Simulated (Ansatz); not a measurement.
# B3LYP/aug-cc-pVDZ run of GeH3F (fluorogermane)

Aim: the electronic atomisation energy of GeH3F (fluorogermane) at B3LYP/aug-cc-pVDZ, from 4 runs. 

The calculation is run with Ansatz 0.2.0.

55 further runs of the same task are left out: 6 that didn't finish, 49 set aside as unsound or not needed.

## 1. The molecule

The species is GeH3F (5 atoms), meant as a singlet with charge 0. SMILES: `[F][GeH3]`. Geometry: relaxed at PBE0-D4/def2-TZVP.

Bond lengths: F1–Ge2 1.742 Å, Ge2–H3 1.533 Å, Ge2–H4 1.533 Å, Ge2–H5 1.533 Å. Angles: F1–Ge2–H3 106.2°, F1–Ge2–H4 106.2°, F1–Ge2–H5 106.3°, H3–Ge2–H4 112.5°, H3–Ge2–H5 112.5°, H4–Ge2–H5 112.5°.

## 2. A single-point energy at B3LYP/aug-cc-pVDZ

File molecule.yaml:

```yaml
crystal:
  periodic: [false, false, false]
  atoms:
    - symbol: F
      position_ang: [-1.046500, 0.474300, 1.162200]
    - symbol: Ge
      position_ang: [0.068200, -0.041600, -0.072800]
    - symbol: H
      position_ang: [1.331000, -0.512000, 0.658600]
    - symbol: H
      position_ang: [-0.627800, -1.178000, -0.831200]
    - symbol: H
      position_ang: [0.325100, 1.183600, -0.958100]
basis:
  gaussian:
    orbitals: aug-cc-pVDZ
hamiltonian:
  xc: {name: B3LYP}
accuracy: high
output:
  orbitals: {seedname: orbitals}
total_charge: 0
```

Launch:

```console
$ ansatz run molecule.yaml --threads 1 --pin off --max-ram 3480MiB --events-out events.jsonl --progress --plain --runs-dir runs
```

The program printed:

```text
Warning: RAYON_NUM_THREADS=1 ignored (pool sized by the plan → 1); use --threads N
Functional definition: B3LYP
  name "B3LYP"
  parameter a0 = 0.2
  parameter ax = 0.72
  parameter ac = 0.81
  exchange = (1 - a0 - ax)*slater_x + ax*b88_x + a0*exact_x
  correlation = (1 - ac)*vwn_rpa_c + ac*lyp_c
1740 factors; integrals over basis functions are off by at most 4.5e-9 eV
mean field evaluation 1: about -59283.4944 eV, gradient 3.5e1 eV
mean field evaluation 2: about -59278.1987 eV, gradient 6.9e1 eV
mean field evaluation 4: about -59285.4147 eV, gradient 6.0e-1 eV
mean field evaluation 8: about -59285.4379 eV, gradient 2.2e-2 eV
mean field evaluation 16: about -59285.4379 eV, gradient 3.3e-7 eV
mean field -59285.43791968 eV, -2178.6996584352 hartree, gradient 5.3e-8 eV, S^2 0.000000; 0 other end points of the search recorded, 0 dependent functions left out
reference -59285.43796447 eV, -2178.6996600810 hartree; 22, 22 occupied and 64, 64 virtual orbitals, 1740 factors
Total energy: -59285.43796447 eV, -2178.6996600810 hartree
```

Wall time 6.3 s (1 thread of Arm Neoverse V2, shared host); peak memory 0.26 GiB.

## 3. The F atom, same level

File run.yaml:

```yaml
crystal:
  periodic: [false, false, false]
  atoms:
    - symbol: F
      position_ang: [0.000000, 0.000000, 0.000000]
basis:
  gaussian:
    orbitals: aug-cc-pVDZ
hamiltonian:
  xc: {name: B3LYP}
magnetization:
  spin_polarized: true
  initial_magnetization: 1
accuracy: high
```

Launch:

```console
$ ansatz run run.yaml --threads 1 --pin off --max-ram 3480MiB --events-out events.jsonl --progress --plain --runs-dir runs
```

The program printed:

```text
Warning: RAYON_NUM_THREADS=1 ignored (pool sized by the plan → 1); use --threads N
Functional definition: B3LYP
  name "B3LYP"
  parameter a0 = 0.2
  parameter ax = 0.72
  parameter ac = 0.81
  exchange = (1 - a0 - ax)*slater_x + ax*b88_x + a0*exact_x
  correlation = (1 - ac)*vwn_rpa_c + ac*lyp_c
199 factors; integrals over basis functions are off by at most 2.8e-9 eV
mean field evaluation 1: about -2713.9808 eV, gradient 4.9e0 eV
mean field evaluation 2: about -2714.0289 eV, gradient 2.6e0 eV
mean field evaluation 4: about -2714.0498 eV, gradient 2.3e-2 eV
mean field evaluation 8: about -2714.0499 eV, gradient 3.1e-4 eV
mean field -2714.04990741 eV, -99.7394944483 hartree, gradient 1.3e-8 eV, S^2 0.751512; 0 other end points of the search recorded, 0 dependent functions left out
reference -2714.04993091 eV, -99.7394953120 hartree; 5, 4 occupied and 18, 19 virtual orbitals, 199 factors
Total energy: -2714.04993091 eV, -99.7394953120 hartree
```

Run time: 0.32 s. Hardware: 1 thread of Arm Neoverse V2, shared host.

## 4. The Ge atom, same level

File run.yaml:

```yaml
crystal:
  periodic: [false, false, false]
  atoms:
    - symbol: Ge
      position_ang: [0.000000, 0.000000, 0.000000]
basis:
  gaussian:
    orbitals: aug-cc-pVDZ
magnetization:
  spin_polarized: true
  initial_magnetization: 2
hamiltonian:
  xc: {name: B3LYP}
accuracy: high
```

Launch:

```console
$ ansatz run run.yaml --threads 1 --pin off --max-ram 3480MiB --events-out events.jsonl --progress --plain --runs-dir runs
```

The program printed:

```text
Warning: RAYON_NUM_THREADS=1 ignored (pool sized by the plan → 1); use --threads N
Functional definition: B3LYP
  name "B3LYP"
  parameter a0 = 0.2
  parameter ax = 0.72
  parameter ac = 0.81
  exchange = (1 - a0 - ax)*slater_x + ax*b88_x + a0*exact_x
  correlation = (1 - ac)*vwn_rpa_c + ac*lyp_c
352 factors; integrals over basis functions are off by at most 4.5e-9 eV
mean field evaluation 1: about -56516.3095 eV, gradient 2.3e0 eV
mean field evaluation 2: about -56516.3667 eV, gradient 5.8e-1 eV
mean field evaluation 4: about -56516.3686 eV, gradient 5.8e-1 eV
mean field evaluation 8: about -56516.3719 eV, gradient 5.3e-4 eV
mean field evaluation 16: about -56516.2944 eV, gradient 2.5e0 eV
mean field evaluation 32: about -56516.3719 eV, gradient 8.1e-8 eV
mean field -56516.37189475 eV, -2076.9383589594 hartree, gradient 8.1e-8 eV, S^2 2.002165; 1 other end points of the search recorded, 0 dependent functions left out
reference -56516.37191945 eV, -2076.9383598669 hartree; 17, 15 occupied and 19, 21 virtual orbitals, 352 factors
Total energy: -56516.37191945 eV, -2076.9383598669 hartree
```

Run time: 2.5 s. Hardware: 1 thread of Arm Neoverse V2, shared host; peak memory 0.11 GiB.

## 5. The H atom, same level

File input.yaml:

```yaml
crystal:
  periodic: [false, false, false]
  atoms:
    - {symbol: H, position_ang: [0.000000, 0.000000, 0.000000]}
basis:
  gaussian: {orbitals: aug-cc-pVDZ}
magnetization: {spin_polarized: true, initial_magnetization: 1}
hamiltonian: {xc: {name: B3LYP}}
accuracy: high
```

Run the same way, it converges to -0.50166 Eh (log not shown).

## 6. What came out

At B3LYP/aug-cc-pVDZ:

```
                     quantity           value
       molecule: total energy  -2178.69966 Eh
        molecule: HOMO energy        -9.49 eV
        molecule: LUMO energy        -0.84 eV
      molecule: HOMO–LUMO gap         8.64 eV
         F atom: total energy    -99.73950 Eh
                 F atom: ⟨S²⟩           0.752
        Ge atom: total energy  -2076.93836 Eh
                Ge atom: ⟨S²⟩           2.002
         H atom: total energy     -0.50166 Eh
                 H atom: ⟨S²⟩           0.750
electronic atomisation energy       14.064 eV
```

In words: Taking the molecule apart into free atoms costs 14.06 eV (324 kcal/mol), before zero-point energy and without spin-orbit coupling.
